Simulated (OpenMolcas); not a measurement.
# Ta³⁺ among point charges: CASSCF and CASPT2 levels and susceptibility

Aim: the splitting of the states of Ta³⁺ in the field of 3 point charges, its lowest levels with spin-orbit coupling and its magnetic susceptibility.

Method: state-averaged CASSCF and CASPT2, spin-orbit coupling by RASSI with atomic mean-field integrals. Code: OpenMolcas 26.06.

## Step 1: What is computed

```
Species                           : Ta³⁺ (tantalum, Z = 73, 70 electrons)
Basis                             : ANO-RCC-VTZP [8s7p5d3f2g1h], 104 functions
Scalar Hamiltonian                : DKH2, point nucleus
Inactive shells                   : 1s 2s 2p 3s 3p 3d 4s 4p 4d 4f 5s 5p
Active space                      : 2 electrons in 5 orbitals (5d)
Some configurations of this space : 5d2
Orbitals                          : optimised for each spin and parity, averaged over all roots
```

The outer shells:

5d2
```
5d [↑ ][↑ ][  ][  ][  ]
```

The ion sits among 3 point charges of -1.5 e arranged as a planar triangle (D3h), 2.14 Å from the ion.

Each step is its own input file, run in one work folder so that later steps find the files of earlier ones. Labels, J, g values, rates, χT and fits are worked out afterwards by a script from the matrices that RASSI stores.

## Step 2: Basis and integrals

File a.inp:

```
&GATEWAY
Coord
1

Ta 0.0 0.0 0.0
Basis=ANO-RCC-VTZP
Group=NoSym
NoMove
AngMom=0.0 0.0 0.0
AMFI
XField
3 Angstrom 0
2.140000 0.000000 0.000000 -1.500000
-1.070000 1.853294 0.000000 -1.500000
-1.070000 -1.853294 0.000000 -1.500000
&SEWARD
```

Run with:

```
$ OMP_NUM_THREADS=1 MOLCAS_MEM=1689 MOLCAS_PROJECT=a pymolcas a.inp > a.log
```

What it wrote:

```text
Basis set label: TA.ANO-RCC...8S7P5D3F2G1H.

      Electronic valence basis set:
      ------------------
      Associated Effective Charge  73.000000 au
      Associated Actual Charge     73.000000 au
      Nuclear Model: Point charge

      Shell  nPrim  nBasis  Cartesian Spherical Contaminant
         s      24       8        X
         p      21       7        X
         d      15       5                 X
         f      11       3                 X
         g       4       2                 X
         h       2       1                 X
                  Relativistic Douglas-Kroll-Hess integrals:
                    - DKH order of Hamiltonian: 2
                    - DKH order of Properties : 0
                  Atomic mean-field integrals
```

## Step 3: Reference wave functions, triplets, 10 roots

File a.inp:

```
&RASSCF
FileOrb=start.orb
Symmetry=1
Spin=3
nActEl=2 0 0
Inactive=34
Ras2=5
CIRoot=10 10 1
SDav=10
CIMx=300
Iter=120 100
PrWF=0.3
OrbListing=Nothing
MaxOrb=0
>>> COPY $Project.JobIph JOB001
```

Run with:

```
$ OMP_NUM_THREADS=1 MOLCAS_MEM=1689 MOLCAS_PROJECT=a pymolcas a.inp > a.log
```

start.orb holds the contracted functions of the basis, ordered by shell, or the orbitals of the step before.

What it wrote (excerpt; [...] marks lines left out):

```text
[...]
      Number of active orbitals                  5
[...]
      Spin quantum number                      1.0
[...]
      Active orbitals                            5
[...]
      Number of CSFs                            10
      Number of root(s) required                10
[...]
      Convergence after 17 iterations
[...]
      Natural orbitals and occupation numbers for root  1
      sym 1:   0.028180   0.971820   0.971820   0.028180   0.000000
      Natural orbitals and occupation numbers for root  2
      sym 1:   0.971820   0.028180   0.971820   0.028180  -0.000000
      Natural orbitals and occupation numbers for root  3
      sym 1:   0.982564   0.982564  -0.000000   0.017436   0.017436
::    RASSCF root number  1 Total energy: -15591.71375150
::    RASSCF root number  2 Total energy: -15591.71375150
::    RASSCF root number  3 Total energy: -15591.69614660
[...]
::    RASSCF root number  7 Total energy: -15591.64615407
::    RASSCF root number  8 Total energy: -15591.62184988
::    RASSCF root number  9 Total energy: -15591.62184988
::    RASSCF root number 10 Total energy: -15591.54785672
```

## Step 4: CASSCF: singlets, 15 roots

File a.inp:

```
&RASSCF
FileOrb=start.orb
Symmetry=1
Spin=1
nActEl=2 0 0
Inactive=34
Ras2=5
CIRoot=15 15 1
SDav=15
CIMx=300
Iter=120 100
PrWF=0.3
OrbListing=Nothing
MaxOrb=0
>>> COPY $Project.JobIph JOB002
```

What it wrote (excerpt; [...] marks lines left out):

```text
[...]
      Number of active orbitals                  5
[...]
      Spin quantum number                      0.0
[...]
      Active orbitals                            5
[...]
      Number of CSFs                            15
      Number of root(s) required                15
[...]
      Convergence after  9 iterations
[...]
      Natural orbitals and occupation numbers for root  1
      sym 1:   0.134082   0.134082   1.731831   0.000003   0.000003
      Natural orbitals and occupation numbers for root  2
      sym 1:   0.494567   0.000006   0.494567   0.503698   0.507162
      Natural orbitals and occupation numbers for root  3
      sym 1:   0.494567   0.494567   0.505416   0.505449   0.000000
::    RASSCF root number  1 Total energy: -15591.68270400
::    RASSCF root number  2 Total energy: -15591.66952383
::    RASSCF root number  3 Total energy: -15591.66952383
[...]
::    RASSCF root number 12 Total energy: -15591.58077165
::    RASSCF root number 13 Total energy: -15591.52339601
::    RASSCF root number 14 Total energy: -15591.52339601
::    RASSCF root number 15 Total energy: -15591.47578653
```

## Step 5: State interaction with spin-orbit coupling

File a.inp:

```
&RASSI
NrOfJobIphs=2 10 15
1 2 3 4 5 6 7 8 9 10
1 2 3 4 5 6 7 8 9 10 11 12 13 14 15
IphNames
JOB001
JOB002
EJob
SpinOrbit
DIPRint=1.0
SOCoupling=1000.0
Subsets=2
Property=9
'ANGMOM' 1 'ANGMOM' 2 'ANGMOM' 3 'MLTPL  1' 1 'MLTPL  1' 2 'MLTPL  1' 3
'AMFI' 1 'AMFI' 2 'AMFI' 3
SOProperty=3
'ANGMOM' 1 'ANGMOM' 2 'ANGMOM' 3
```

What it wrote:

```text
SPIN-FREE ENERGIES:
  (Shifted by EMIN (a.u.) =     -15591.7137514988)

 SF State       Relative EMIN(au)   Rel lowest level(eV)    D:o, cm**(-1)      L_eff

     1             0.0000000000        0.0000000000              0.0000         2.3
     2             0.0000000008        0.0000000226              0.0002         2.3
     3             0.0176049030        0.4790538145           3863.8296         2.7
    11             0.0310475036        0.8448456116           6814.1394         3.3
     4             0.0379534374        1.0327656443           8329.8167         2.8
     5             0.0379534432        1.0327658026           8329.8180         2.8
    12             0.0442276682        1.2034961616           9706.8512         1.9
    13             0.0442276708        1.2034962332           9706.8517         1.9
    14             0.0481234784        1.3095065582          10561.8827         3.5
    15             0.0481234794        1.3095065857          10561.8829         3.5
     6             0.0670279260        1.8239227831          14710.9293         2.9
     7             0.0675974325        1.8394198461          14835.9216         2.9
    16             0.0851345567        2.3166293060          18684.8755         3.8
    17             0.0851345596        2.3166293832          18684.8761         3.8
     8             0.0919016176        2.5007704140          20170.0737         1.8
     9             0.0919016202        2.5007704850          20170.0742         1.8
    18             0.1010242098        2.7490087929          22172.2512         2.1
    19             0.1140955706        3.1046986397          25041.0833         2.1
    20             0.1140955742        3.1046987394          25041.0841         2.1
    21             0.1311617079        3.5690918938          28786.6675         3.9
    22             0.1329798455        3.6185659381          29185.7026         3.9
    10             0.1658947817        4.5142269800          36409.6961         1.3
    23             0.1903554893        5.1798367444          41778.2008         3.9
    24             0.1903554893        5.1798367444          41778.2008         3.9
    25             0.2379649685        6.4753566703          52227.2737         0.8
     Dipole printing threshold changed to   1.00000000E+00

++ Dipole transition strengths (spin-free states):
   -----------------------------------------------
     for osc. strength at least  1.00000000E+00

  ( Max oscillator strength is only    1.7404849057065910E-004 )
--
Eigenvalues of complex Hamiltonian:
   -----------------------------------
  (Shifted by EMIN (a.u.) =     -15591.7137514988)

 SO State       Relative EMIN(au)   Rel lowest level(eV)    D:o, cm**(-1)     J-value

     1            -0.0152126339        0.0000000000              0.0000         1.7
     2            -0.0069732958        0.2242038131           1808.3257         1.8
     3            -0.0069732949        0.2242038381           1808.3259         1.8
     4            -0.0051633696        0.2734544143           2205.5586         2.3
     5            -0.0015843235        0.3708452191           2991.0684         1.8
     6            -0.0015843230        0.3708452332           2991.0685         1.8
     7             0.0183671454        0.9137523452           7369.9097         3.3
     8             0.0183978844        0.9145887953           7376.6561         3.0
     9             0.0183978844        0.9145887957           7376.6561         3.0
    10             0.0261811089        1.1263811259           9084.8765         2.6
    11             0.0261811092        1.1263811333           9084.8765         2.6
    12             0.0306254333        1.2473173526          10060.2929         1.9
    13             0.0306254338        1.2473173666          10060.2930         1.9
    14             0.0367770263        1.4147107269          11410.4115         3.3
    15             0.0445662248        1.6266656135          13119.9430         2.2
    16             0.0445662268        1.6266656686          13119.9434         2.2
    17             0.0454656813        1.6511410730          13317.3509         1.9
    18             0.0455164978        1.6525238592          13328.5038         1.9
    19             0.0522621053        1.8360811904          14808.9935         3.4
    20             0.0522621064        1.8360812218          14808.9938         3.4
    21             0.0613847631        2.0843213577          16811.1855         1.6
    22             0.0613847632        2.0843213604          16811.1855         1.6
    23             0.0689359963        2.2898008798          18468.4896         2.1
    24             0.0694161650        2.3028669360          18573.8745         2.1
    25             0.0816070051        2.6345965955          21249.4546         1.9
    26             0.0821147291        2.6484124680          21360.8871         1.4
    27             0.0821147291        2.6484124686          21360.8871         1.4
    28             0.0850067542        2.7271084810          21995.6133         3.1
    29             0.0850067565        2.7271085433          21995.6138         3.1
    30             0.0863825251        2.7645451143          22297.5601         1.8
    31             0.0867557444        2.7747009284          22379.4723         2.3
    32             0.0867557459        2.7747009677          22379.4726         2.3
    33             0.1013877839        3.1728590051          25590.8337         2.2
    34             0.1013877844        3.1728590198          25590.8338         2.2
    35             0.1053106994        3.2796069752          26451.8142         2.0
    36             0.1199416867        3.6777364212          29662.9447         1.8
    37             0.1199416892        3.6777364909          29662.9453         1.8
    38             0.1324623817        4.0184418903          32410.9196         2.7
    39             0.1342419979        4.0668677139          32801.5002         2.7
    40             0.1639131040        4.8742596429          39313.5553         2.0
    41             0.1683260947        4.9943432374          40282.0948         1.7
Weights of the five most important spin-orbit-free states for each spin-orbit state.

 SO State  Total energy (au)           Spin-free states, spin, and weights
 -------------------------------------------------------------------------------------------------------
    1        -0.015213       1 1.0  0.3982    2 1.0  0.3982    3 1.0  0.1523   11 0.0  0.0332   18 0.0  0.0172
    2        -0.006973       1 1.0  0.7860    3 1.0  0.1386    4 1.0  0.0340    5 1.0  0.0340   19 0.0  0.0048
    3        -0.006973       2 1.0  0.7860    3 1.0  0.1386    4 1.0  0.0340    5 1.0  0.0340   20 0.0  0.0048
    4        -0.005163       1 1.0  0.5000    2 1.0  0.5000    8 1.0  0.0000    9 1.0  0.0000    4 1.0  0.0000
    5        -0.001584       2 1.0  0.4067    1 1.0  0.4067   13 0.0  0.0919    4 1.0  0.0809    6 1.0  0.0068
    6        -0.001584       2 1.0  0.4067    1 1.0  0.4067   12 0.0  0.0919    5 1.0  0.0809    6 1.0  0.0068
    7         0.018367       3 1.0  0.6891   11 0.0  0.2230    1 1.0  0.0381    2 1.0  0.0381    8 1.0  0.0047
    8         0.018398       3 1.0  0.7922    2 1.0  0.1186   15 0.0  0.0565    1 1.0  0.0101   14 0.0  0.0065
    9         0.018398       3 1.0  0.7922    1 1.0  0.1186   14 0.0  0.0565    2 1.0  0.0101   15 0.0  0.0065
   10         0.026181       4 1.0  0.4184    5 1.0  0.4184   15 0.0  0.0822    2 1.0  0.0527    3 1.0  0.0127
   11         0.026181       4 1.0  0.4184    5 1.0  0.4184   14 0.0  0.0822    1 1.0  0.0527    3 1.0  0.0127
   12         0.030625       4 1.0  0.3464   13 0.0  0.2248    6 1.0  0.1283    7 1.0  0.1253    1 1.0  0.0834
```

These steps took 18 s in all on 1 thread of Arm Neoverse V1, shared host.

States without spin-orbit coupling:

```
state  degeneracy  E (cm-1)  free-ion L (%)
   3E           2         0          F (63)
  3A2           1      3864          F (87)
  1A1           1      6814          G (80)
   3E           2      8330         F (100)
   1E           2      9707          D (99)
   1E           2     10562          G (92)
  3A1           1     14711         F (100)
  3A2           1     14836         F (100)
   1E           2     18685          G (99)
   3E           2     20170          P (63)
  1A1           1     22172          D (60)
   1E           2     25041          D (92)
  1A1           1     28787         G (100)
  1A2           1     29186         G (100)
  3A2           1     36410          P (87)
   1E           2     41778         G (100)
  1A1           1     52227          S (76)
```

With spin-orbit coupling:

```tsv
E (cm-1)	Degeneracy	Label	2S+1	g
0.0	1	A1	3	
1808	2	E	3	0.00 0.00 2.13
2206	1	A2	3	
2991	2	E	3	0.00 0.00 5.58
7370	1	A1	3	
7377	2	E	3	0.00 0.00 3.58
9085	2	E	3	0.00 0.00 0.26
10060	2	E	3	0.00 0.00 3.74
11410	1	A1	1	
13120	2	E	3	0.00 0.00 3.78
13317	1	A2	3	
13329	1	A1	3	
14809	2	E	1	0.00 0.00 1.94
16811	2	E	3	0.00 0.00 2.72
18468	1	A2	3	
18574	1	A1	3	
21249	1	A1	3	
21361	2	E	3	0.00 0.00 9.87
21996	2	E	1	0.00 0.00 4.14
22298	1	A2	3	
22379	2	E	3	0.00 0.00 1.89
25591	2	E	3	0.00 0.00 5.60
26452	1	A1	1	
29663	2	E	1	0.00 0.00 1.98
```

Labels of spin-orbit levels are those of the rotation subgroup (D3 for D3h). Principal g values are given for doublets only; a zero marks a field direction without first-order Zeeman splitting.

Powder χT (cm³ K/mol): 0.00 at 2 K, 0.00 at 5 K, 0.00 at 10 K, 0.00 at 20 K, 0.01 at 50 K, 0.01 at 100 K, 0.02 at 150 K, 0.03 at 200 K, 0.04 at 250 K, 0.04 at 300 K.

Orbitals of the lowest block (energies include the constant potential of the surroundings):

```
shell     space  energy (hartree)  mean occupation  ⟨r²⟩ (bohr²)
   1s  inactive        -2485.8119            2.000      0.000446
   2s  inactive         -432.4312            2.000       0.00729
   2p  inactive         -380.3371            6.000       0.00601
   3s  inactive         -101.2681            2.000        0.0477
   3p  inactive          -85.3853            6.000        0.0483
   3d  inactive          -66.1238           10.000        0.0404
   4s  inactive          -21.7594            2.000         0.238
   4p  inactive          -16.4250            6.000         0.270
   4d  inactive           -9.3261           10.000         0.318
   4f  inactive           -1.4323           14.000         0.490
   5s  inactive           -3.1274            2.000          1.40
   5p  inactive           -1.6986            6.000          1.86
   5d      RAS2                              2.000          4.40
```

## Step 6: CASPT2: IPEA 0.25, imaginary shift 0.1 (closed shells correlated: 4f 5s 5p)

File a.inp:

```
>>> COPY JOB001 $Project.JobIph
&CASPT2
Multistate=10 1 2 3 4 5 6 7 8 9 10
NoMult
Frozen=23
IPEA=0.25
Imaginary=0.1
MaxIter=60
WThr=0.0 0.3 0.05
PrWF=0.5
NoMix
>>> COPY JOB002 $Project.JobIph
&CASPT2
Multistate=15 1 2 3 4 5 6 7 8 9 10 11 12 13 14 15
NoMult
Frozen=23
IPEA=0.25
Imaginary=0.1
MaxIter=60
WThr=0.0 0.3 0.05
PrWF=0.5
NoMix
```

What it wrote (excerpt; [...] marks lines left out):

```text
[...]
      Active orbitals                            5
[...]
      E2 (Variational):          -1.1270259737
      Total energy:          -15592.8407774725
[...]
::    CASPT2 Root  1     Total energy: -15592.84077747
::    CASPT2 Root  2     Total energy: -15592.84077752
[...]
::    CASPT2 Root 12     Total energy: -15592.71626338
::    CASPT2 Root 13     Total energy: -15592.65846485
::    CASPT2 Root 14     Total energy: -15592.65839875
::    CASPT2 Root 15     Total energy: -15592.63148877
```

Time for this run: 39 s (1 thread of Arm Neoverse V1, shared host).

SS-CASPT2: lowest energy less the reference's lowest, -1.1270 hartree; reference weights 0.873 to 0.902.

Spin-free states, with their symmetry labels:

```
state  degeneracy  E (cm-1)  free-ion L (%)
   3E           2         0          F (63)
  3A2           1      4664          F (87)
  1A1           1      5187          G (80)
   1E           2      8163          D (99)
   3E           2      8653         F (100)
   1E           2      8869          G (92)
  3A1           1     14948         F (100)
  3A2           1     15063         F (100)
   1E           2     16778          G (99)
  1A1           1     18741          D (60)
   3E           2     19123          P (63)
   1E           2     21160          D (92)
  1A1           1     27047         G (100)
  1A2           1     27328         G (100)
  3A2           1     35314          P (87)
   1E           2     40020         G (100)
  1A1           1     45934          S (76)
```

With spin-orbit coupling:

```tsv
E (cm-1)	Degeneracy	Label	2S+1	g
0	1	A1	3	
1930	2	E	3	0.00 0.00 2.08
2230	1	A2	3	
2880	2	E	3	0.00 0.00 5.52
7310	1	A1	3	
7800	2	E	3	0.00 0.00 3.36
9220	2	E	3	0.00 0.00 0.59
9760	2	E	3	0.00 0.00 3.87
10590	1	A1	3	
12780	2	E	3	0.00 0.00 3.95
13490	2	E	1	0.00 0.00 1.89
13650	1	A2	3	
13660	1	A1	3	
16530	2	E	3	0.00 0.00 2.51
18700	1	A2	3	
18800	1	A1	3	
19730	1	A1	3	
20310	2	E	1	0.00 0.00 4.05
20810	2	E	3	0.00 0.00 1.88
21270	1	A2	3	
21600	2	E	3	0.00 0.00 9.87
23610	1	A1	1	
24510	2	E	3	0.00 0.00 5.66
26600	2	E	1	0.00 0.00 1.96
```

Powder χT (cm³ K/mol): 0.00 at 2 K, 0.00 at 5 K, 0.00 at 10 K, 0.00 at 20 K, 0.01 at 50 K, 0.02 at 100 K, 0.02 at 150 K, 0.03 at 200 K, 0.04 at 250 K, 0.05 at 300 K.

## Step 7: The methods side by side

A. CASSCF
B. SS-CASPT2, IPEA 0.25, imaginary shift 0.1 (closed shells correlated: 4f 5s 5p)

```
method  ground state  first state of that spin (cm-1)  first gap with spin-orbit (cm-1)  χT at 300 K
     A            3E                         3A2 3864                            1808.3         0.04
     B            3E                         3A2 4664                            1929.1         0.05
```

## Step 8: Outcome

| quantity | value |
| --- | --- |
| method | SS-CASPT2, IPEA 0.25, imaginary shift 0.1 (closed shells correlated: 4f 5s 5p) |
| spin-free ground state | 3E, 2-fold in its orbital part |
| first state of the same spin within the active space | 3A2 at 4660 cm⁻¹ |
| lowest level | 1-fold A1 |
| next level | 1929.1 cm⁻¹ |
| χT at 300 K | 0.05 cm³ K/mol |
| effective moment at 300 K | 0.61 μB |

Cost by method:

```
                                                 method  time of its own steps  time with the reference
                                              A. CASSCF                   18 s                     18 s
B. SS-CASPT2, IPEA 0.25, imaginary shift 0.1, +4f 5s 5p                   39 s                     58 s
```

Times are of one thread on a shared host.

The spin-free ground state (3E) comes to 63 % from free-ion F terms and keeps the highest spin of the shell. χT at 300 K is 0.05, against 1.00 cm³ K/mol for the spin alone, so spin-orbit coupling lowers it. CASPT2 does not keep the components of a term degenerate, and the means are used. The field of point charges can differ much from that of real complexes. This is an electrostatic model: the charges have no orbitals.
